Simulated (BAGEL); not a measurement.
# C2H5AlO (SMILES [CH3][Al]1[CH2][O]1): HF/3-21G (density fitting with qzvpp-jkfit)

Aim: the energy change on altering one bond length of C2H5AlO at HF/3-21G (density fitting with qzvpp-jkfit), from 2 runs. 

The calculation is run with BAGEL 1.2.2.

1 further run of the same task is left out (set aside as unsound or not needed).

**1. The structure to begin with**

The species is C2H5AlO (9 atoms), meant as a singlet with charge 0. As SMILES, `[CH3][Al]1[CH2][O]1`. The coordinates come from a PBE0-D4/def2-TZVP relaxation.

Bond lengths: C1–Al2 1.934 Å, Al2–C3 1.883 Å, Al2–O4 1.707 Å, C3–O4 1.488 Å, C1–H5 1.093 Å, C1–H6 1.091 Å, C1–H7 1.094 Å, C3–H8 1.091 Å, C3–H9 1.091 Å. Some angles: C1–Al2–C3 171.7°, C1–Al2–O4 139.6°, C3–Al2–O4 48.7°, Al2–C3–O4 59.5°, Al2–O4–C3 71.8°, Al2–C1–H5 110.3°, Al2–C1–H6 112.2°, Al2–C1–H7 110.1°, Al2–C3–H8 123.8°, Al2–C3–H9 123.8°.

**2. A single-point energy at HF/3-21G (density fitting with qzvpp-jkfit)**

The input, job.json:

```json
{ "bagel": [

{
  "title": "molecule",
  "basis": "3-21g",
  "df_basis": "qzvpp-jkfit",
  "angstrom": true,
  "geometry": [
    { "atom": "C", "xyz": [   -0.670900,    1.320200,   -1.081500 ] },
    { "atom": "Al", "xyz": [    0.051300,   -0.076700,    0.044200 ] },
    { "atom": "C", "xyz": [    0.678700,   -1.280200,    1.349300 ] },
    { "atom": "O", "xyz": [    0.789300,   -1.609500,   -0.097900 ] },
    { "atom": "H", "xyz": [    0.039700,    1.575000,   -1.872100 ] },
    { "atom": "H", "xyz": [   -0.900200,    2.226000,   -0.517500 ] },
    { "atom": "H", "xyz": [   -1.591200,    0.976800,   -1.562100 ] },
    { "atom": "H", "xyz": [    0.038500,   -1.980500,    1.887700 ] },
    { "atom": "H", "xyz": [    1.653200,   -1.197400,    1.832800 ] }
  ]
},
{
  "title": "hf"
},
{
  "title": "print",
  "file": "orbitals.molden",
  "orbitals": true
}

]}
```

Launch:

```console
$ BAGEL_NUM_THREADS=1 BAGEL job.json > job.out
```

Output:

```text
* using 1 threads per process

  ===============================================================
  ===============================================================

  *** Geometry ***

  { "atom" : "C", "xyz" : [     -1.267817,      2.494816,     -2.043739 ] },
  { "atom" : "Al", "xyz" : [      0.096943,     -0.144942,      0.083526 ] },
  { "atom" : "C", "xyz" : [      1.282557,     -2.419227,      2.549807 ] },
  { "atom" : "O", "xyz" : [      1.491561,     -3.041514,     -0.185004 ] },
  { "atom" : "H", "xyz" : [      0.075022,      2.976319,     -3.537756 ] },
  { "atom" : "H", "xyz" : [     -1.701131,      4.206530,     -0.977933 ] },
  { "atom" : "H", "xyz" : [     -3.006932,      1.845884,     -2.951941 ] },
  { "atom" : "H", "xyz" : [      0.072754,     -3.742603,      3.567236 ] },
  { "atom" : "H", "xyz" : [      3.124095,     -2.262758,      3.463490 ] },

  Number of auxiliary basis functions:      445

  Since a DF basis is specified, we compute 2- and 3-index integrals:
    o Being stored without compression. Storage requirement is 0.009 GB

  Number of basis functions:       50
  Number of electrons      :       38

    * METHOD: MOLECULE                             0.15

  *** RHF ***

  === Nuclear Repulsion ===
   145.5006298024

      * DIIS with orbital gradients will be used.

  === RHF iteration (3-21g) ===
      0       -393.04534288          0.02836031           0.03
      1       -393.14191830          0.02134647           0.03
      2       -393.22140035          0.00228951           0.03
      3       -393.22299094          0.00081417           0.03
      4       -393.22317164          0.00017519           0.03
      5       -393.22319406          0.00006261           0.03
      6       -393.22319784          0.00001774           0.03
      7       -393.22319807          0.00000597           0.03
      8       -393.22319809          0.00000162           0.03
      9       -393.22319809          0.00000051           0.03
     10       -393.22319809          0.00000025           0.03
     11       -393.22319809          0.00000009           0.03
     12       -393.22319809          0.00000003           0.03
     13       -393.22319809          0.00000002           0.03
     14       -393.22319809          0.00000001           0.03
    * SCF iteration converged.

    * Permanent dipole moment:
           (    0.694831,    -1.429703,    -0.022324) a.u.

    * METHOD: HF                                   0.49

    * METHOD: PRINT                                0.01

  ===============================================================
```

Run time: 0.83 s. Hardware: 1 thread of Arm Neoverse V1, shared host.

**3. The distorted shape at the same level**

The input, input.json:

```json
{ "bagel": [

{
  "title": "molecule",
  "basis": "3-21g",
  "df_basis": "qzvpp-jkfit",
  "angstrom": true,
  "geometry": [
    { "atom": "C", "xyz": [   -0.556249,    0.867297,   -1.363502 ] },
    { "atom": "Al", "xyz": [    0.165951,   -0.529603,   -0.237802 ] },
    { "atom": "C", "xyz": [    0.793351,   -1.733103,    1.067298 ] },
    { "atom": "O", "xyz": [    0.903951,   -2.062403,   -0.379902 ] },
    { "atom": "H", "xyz": [    0.154351,    1.122097,   -2.154102 ] },
    { "atom": "H", "xyz": [   -0.900200,    2.226000,   -0.517500 ] },
    { "atom": "H", "xyz": [   -1.476549,    0.523897,   -1.844102 ] },
    { "atom": "H", "xyz": [    0.153151,   -2.433403,    1.605698 ] },
    { "atom": "H", "xyz": [    1.767851,   -1.650303,    1.550798 ] }
  ]
},
{ "title": "hf" },
{ "title": "print", "file": "orbitals.molden", "orbitals": true }

]}
```

Launch:

```console
$ BAGEL_NUM_THREADS=1 BAGEL input.json > input.out
```

Output:

```text
* using 1 threads per process

  ===============================================================
  ===============================================================

  *** Geometry ***

  { "atom" : "C", "xyz" : [     -1.051158,      1.638954,     -2.576645 ] },
  { "atom" : "Al", "xyz" : [      0.313602,     -1.000805,     -0.449381 ] },
  { "atom" : "C", "xyz" : [      1.499216,     -3.275090,      2.016901 ] },
  { "atom" : "O", "xyz" : [      1.708220,     -3.897377,     -0.717911 ] },
  { "atom" : "H", "xyz" : [      0.291681,      2.120456,     -4.070663 ] },
  { "atom" : "H", "xyz" : [     -1.701131,      4.206530,     -0.977933 ] },
  { "atom" : "H", "xyz" : [     -2.790273,      0.990022,     -3.484848 ] },
  { "atom" : "H", "xyz" : [      0.289413,     -4.598465,      3.034329 ] },
  { "atom" : "H", "xyz" : [      3.340754,     -3.118621,      2.930583 ] },

  Number of auxiliary basis functions:      445

  Since a DF basis is specified, we compute 2- and 3-index integrals:
    o Being stored without compression. Storage requirement is 0.009 GB

  Number of basis functions:       50
  Number of electrons      :       38

    * METHOD: MOLECULE                             0.14

  *** RHF ***

  === Nuclear Repulsion ===
   143.8730776792

      * DIIS with orbital gradients will be used.

  === RHF iteration (3-21g) ===
      0       -392.95624578          0.02818711           0.03
      1       -393.05453675          0.02168054           0.03
      2       -393.13718169          0.00237377           0.03
      3       -393.13913115          0.00092297           0.03
      4       -393.13938069          0.00021285           0.03
      5       -393.13941232          0.00007225           0.03
      6       -393.13941630          0.00002641           0.03
      7       -393.13941674          0.00001076           0.03
      8       -393.13941681          0.00000362           0.03
      9       -393.13941682          0.00000181           0.03
     10       -393.13941682          0.00000050           0.03
     11       -393.13941682          0.00000018           0.03
     12       -393.13941682          0.00000008           0.03
     13       -393.13941682          0.00000003           0.03
     14       -393.13941682          0.00000001           0.03
     15       -393.13941682          0.00000000           0.03
    * SCF iteration converged.

    * Permanent dipole moment:
           (    0.650370,    -1.260029,     0.073906) a.u.

    * METHOD: HF                                   0.51

    * METHOD: PRINT                                0.01

  ===============================================================
```

Wall time 0.82 s (1 thread of Arm Neoverse V1, shared host).

**4. What came out**

At HF/3-21G (density fitting with qzvpp-jkfit):

```
                                                         quantity          value
                                        first shape: total energy  -393.22320 Eh
                                       first shape: dipole moment         4.04 D
                                         first shape: HOMO energy       -8.94 eV
                                         first shape: LUMO energy        2.37 eV
                                       first shape: HOMO–LUMO gap       11.31 eV
                                    distorted shape: total energy  -393.13942 Eh
                                   distorted shape: dipole moment         3.61 D
                                     distorted shape: HOMO energy       -8.99 eV
                                     distorted shape: LUMO energy        2.28 eV
                                   distorted shape: HOMO–LUMO gap       11.27 eV
energy change with the C1–H6 bond stretched from 1.091 to 1.637 Å       2.280 eV
```

In words: With the C1–H6 bond stretched from 1.091 to 1.637 Å the energy rises by 2.28 eV (220 kJ/mol). The first shape isn't relaxed at this level, so the change isn't measured from a minimum.
